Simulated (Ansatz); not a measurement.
SrCuGe, space group P-6m2, an equation of state with a fit

Program: Ansatz 0.2.0, Python API.

Notebook, run cell by cell (the value of a cell's last expression is shown):

```python
import warnings

import ansatz as az
import numpy as np
from pymatgen.analysis.eos import EOS
```

```python
vectors0 = np.array([
    [4.154063, 0.0, 0.0],
    [-2.077032, 3.597524, 0.0],
    [0.0, 0.0, 4.670228],
])
sites = [
    ('Sr', (2 / 3, 1 / 3, 0.0)),
    ('Cu', (0.0, 0.0, 0.5)),
    ('Ge', (1 / 3, 2 / 3, 0.5)),
]
```

```python
def make_crystal(cell):
    crystal = az.Crystal(lattice=az.Lattice.of(cell))
    for symbol, position in sites:
        crystal = crystal.atom(symbol, position)
    return crystal
```

```python
warnings.simplefilter('ignore', az.DeckWarning)

# uniform scaling of the cell
volumes, energies, pressures = [], [], []
for scale in np.linspace(0.88, 1.12, 7):
    cell = vectors0 * scale ** (1 / 3)
    calc = (
        make_crystal(cell).calculation()
        .pseudopotentials('paw')
        .functional('pbesol')
        .occupations(az.OccupationsMethod.FERMI_DIRAC, width=0.1)
        .basis(500)
        .kpoints(8, 8, 6)
        .stress()
    )
    summary = calc.run().report
    volumes.append(abs(np.linalg.det(cell)) / len(sites))
    energies.append(summary['free_energy_ev'] / len(sites))
    pressures.append(np.trace(summary['stress_gpa']) / 3)
    print(f'V = {volumes[-1]:8.4f} A^3/atom  F = {energies[-1]:.5f} eV/atom  P = {pressures[-1]:8.3f} GPa')
```

    V =  20.4728 A^3/atom  F = -4778.53577 eV/atom  P =    8.116 GPa
    V =  21.4033 A^3/atom  F = -4778.57126 eV/atom  P =    4.250 GPa
    V =  22.3339 A^3/atom  F = -4778.58666 eV/atom  P =    1.167 GPa
    V =  23.2645 A^3/atom  F = -4778.58603 eV/atom  P =   -1.291 GPa
    V =  24.1951 A^3/atom  F = -4778.57263 eV/atom  P =   -3.249 GPa
    V =  25.1257 A^3/atom  F = -4778.54907 eV/atom  P =   -4.804 GPa
    V =  26.0562 A^3/atom  F = -4778.51745 eV/atom  P =   -6.036 GPa

```python
for form in ['birch_murnaghan']:
    fit = EOS(eos_name=form).fit(volumes, energies)
    print(f'{form:18s} V0 {fit.v0:8.4f} A^3/atom  B0 {fit.b0_GPa:7.1f} GPa  B1 {fit.b1:5.2f}')
```

    birch_murnaghan    V0  22.7493 A^3/atom  B0    60.6 GPa  B1  4.56

A third-order Birch-Murnaghan fit through the 7 points has its minimum at 22.75 Å³ an atom, 2.2 % below the typed cell, with a bulk modulus of 61 GPa and dB/dP = 4.6. From that minimum the energy rises by 52.4 meV an atom on the compressed side and 70.7 meV on the expanded side.

Notes:
- Total energies depend on the potentials; only differences at equal settings carry meaning.
- Shape and fractional positions are held along the curve, so the bulk modulus is an upper value where they are free to relax, by a factor of two or more in layered or hydrogen-bonded cells.
- The mesh is modest for a metal, so energies can be off by several to tens of meV an atom and pressures by half a GPa or more; differences at equal mesh fare better.
- Pressure is positive in compression.
- This cell is a computed structure, which may not be the phase found in nature.
- The whole script took 76 s on 1 thread of Arm Neoverse V1 (shared host), peak memory 0.56 GiB.
